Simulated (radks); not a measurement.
# W³⁺ in [Kr] 4d10 4f14 5s2 5p4 5d3 5f2: an all-electron calculation

Aim: the levels, the sizes of the orbitals and the parts of the energy of the tungsten ion W3+.

Method: scalar-relativistic Kohn-Sham, PBE, spin-unpolarised, spherical densities, finite nucleus. Code: radks (a radial shooting solver on a logarithmic mesh, Libxc functionals) version 1.

### Step 1. The system

| Property | Result |
| --- | --- |
| element | tungsten (Z = 74) |
| charge | +3 |
| electrons | 71 |
| configuration | [Kr] 4d10 4f14 5s2 5p4 5d3 5f2 |
| nuclear rms radius | 5.3658 fm |

Outer shells as boxes (Hund's rule):

W³⁺
```
[Kr] core
4d [↑↓][↑↓][↑↓][↑↓][↑↓]
4f [↑↓][↑↓][↑↓][↑↓][↑↓][↑↓][↑↓]
5s [↑↓]
5p [↑↓][↑ ][↑ ]
5d [↑ ][↑ ][↑ ][  ][  ]
5f [↑ ][↑ ][  ][  ][  ][  ][  ]
```

### Step 2. The run

Input:

```text
Z 74
configuration [Kr] 4d10 4f14 5s2 5p4 5d3 5f2 6s0 6p0
relativity scalar-relativistic
functional pbe,pbe
spin unpolarised
nucleus finite rms 5.3658 fm
c 137.035999084
```

Command:

```
$ python run_ks.py task.json out
```

This one command runs every case of the session in turn.

**Question.** What will this run give?

**Answer**, as computed:

| quantity | value |
| --- | --- |
| total energy | -16133.1813 hartree |
| exchange-correlation share of it | 1.99 % |
| −T/E | 1.1015 |
| highest occupied level | 5f, -13.732 eV |
| most extended occupied level | 5f, <r> = 3.43 bohr |
| radius at density 0.001 e/bohr³ | 4.78 bohr |
| maxima of the radial density | 4 |

**Reading.** The radial density shows 4 maxima for 5 occupied principal shells; where shells overlap, one shows as a shoulder or not at all. Relativity lifts −T/E to 1.101. This is not the tabulated ground configuration, so its levels and sizes aren't those of the ground state, and no measured value stands beside it.
